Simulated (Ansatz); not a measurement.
# BGeH₄ (doublet): the correlation ladder at a displaced geometry (v2), cc-pVDZ

How much of the correlation energy of BGeH₄ (doublet) does each wave-function method recover here?

The runs use Ansatz 0.2.0, Gaussian basis; cc-pVDZ, core rule «outside noble gas», up to 15 orbitals frozen.

To be run: UHF; CCSD(T) on ROHF; CCSD(T) on UHF; BCCD(T) on ROHF; CISD as a restricted active space (open shells left free, so some higher excitations enter); CCSDT(Q) on ROHF; CCSDT(Q) on UHF; CASSCF and MRCISD+Q, 9 electrons in 9 orbitals; CASSCF and NEVPT2, 9 electrons in 9 orbitals.

23 further runs of the same task are left out: 6 that didn't finish, 17 set aside as unsound or not needed. Runs told in other sessions of the task aren't counted.

## (1) The geometry

The geometry is a PBE0/def2-TZVP stationary point (not a proven minimum) with its atoms shifted at random (size 0.100 Å). No spin-orbit coupling is included. The filled d shell of Ge may be among the frozen orbitals whatever the setting's name suggests.

6 atoms, charge 0, spin multiplicity 2.

Atoms are counted from 1 here; the program's logs count them from 0.

Bond lengths: Ge1–B2 2.030 Å, Ge1–H3 1.525 Å, Ge1–H4 1.582 Å, Ge1–H5 1.650 Å, B2–H6 1.218 Å. Angles: B2–Ge1–H3 116.1°, B2–Ge1–H4 112.2°, B2–Ge1–H5 99.9°, H3–Ge1–H4 112.6°, H3–Ge1–H5 108.1°, H4–Ge1–H5 106.5°, Ge1–B2–H6 141.4°.

## (2) UHF

in.yaml reads:

```yaml
crystal:
  periodic: [false, false, false]
  atoms:
    - {symbol: Ge, position_ang: [0.022406, 0.016856, 0.265837]}
    - {symbol: B, position_ang: [-0.142468, -0.142997, -1.750936]}
    - {symbol: H, position_ang: [-0.065848, 1.428417, 0.836372]}
    - {symbol: H, position_ang: [1.259971, -0.790176, 0.831426]}
    - {symbol: H, position_ang: [-1.328508, -0.809309, 0.728543]}
    - {symbol: H, position_ang: [0.047732, 0.490077, -2.774341]}
basis:
  gaussian: {orbitals: cc-pVDZ}
magnetization: {spin_polarized: true, initial_magnetization: 1}
hamiltonian: {xc: hf}
output: {orbitals: {seedname: orbitals}}
```

On the command line:

```console
$ ansatz run in.yaml --threads 1 --pin off --events-out ev --progress --plain --max-ram 2393MiB
```

The runs that follow: CCSD(T) on ROHF; CCSD(T) on UHF; BCCD(T) on ROHF; CISD as a restricted active space (open shells left free, so some higher excitations enter); CCSDT(Q) on ROHF; CCSDT(Q) on UHF; CASSCF and MRCISD+Q, 9 electrons in 9 orbitals; CASSCF and NEVPT2, 9 electrons in 9 orbitals.

Q: Predict the results of all the runs planned. Wanted: UCCSDT(Q) from the RHF energy; RMP2 from UCCSDT(Q); UMP2 from UCCSDT(Q); RCCSD from UCCSDT(Q); RCCSD(T) from UCCSDT(Q); UCCSD(T) from UCCSDT(Q); RCCSDT(Q) from UCCSDT(Q); NEVPT2 frontier from UCCSDT(Q); T1 diagnostic.

As calculated:

| quantity | value |
| --- | --- |
| UCCSDT(Q) from the ROHF energy | -5.7282 eV |
| RMP2 from UCCSDT(Q) | +126.4 kJ/mol |
| UMP2 from UCCSDT(Q) | +126.0 kJ/mol |
| RCCSD from UCCSDT(Q) | +15.8 kJ/mol |
| RCCSD(T) from UCCSDT(Q) | +3.4 kJ/mol |
| UCCSD(T) from UCCSDT(Q) | +3.4 kJ/mol |
| RCCSDT(Q) from UCCSDT(Q) | +0.1 kJ/mol |
| NEVPT2 frontier from UCCSDT(Q) | +111.5 kJ/mol |
| levels within 1 kcal/mol (43 meV) | RCCSD(T), UCCSD(T), BCCD(T), RCCSDT, UCCSDT, RCCSDT(Q) |
| T1 diagnostic | 0.017 |

RCCSD(T) lands +3.4 kJ/mol from the yardstick (0.6 % of the correlation energy). These misses are within one basis, not against nature; the frozen cores of restricted and unrestricted runs differ, which can shift their rows.

With open shells the CI space here admits some higher excitations, so it is larger than plain CISD.
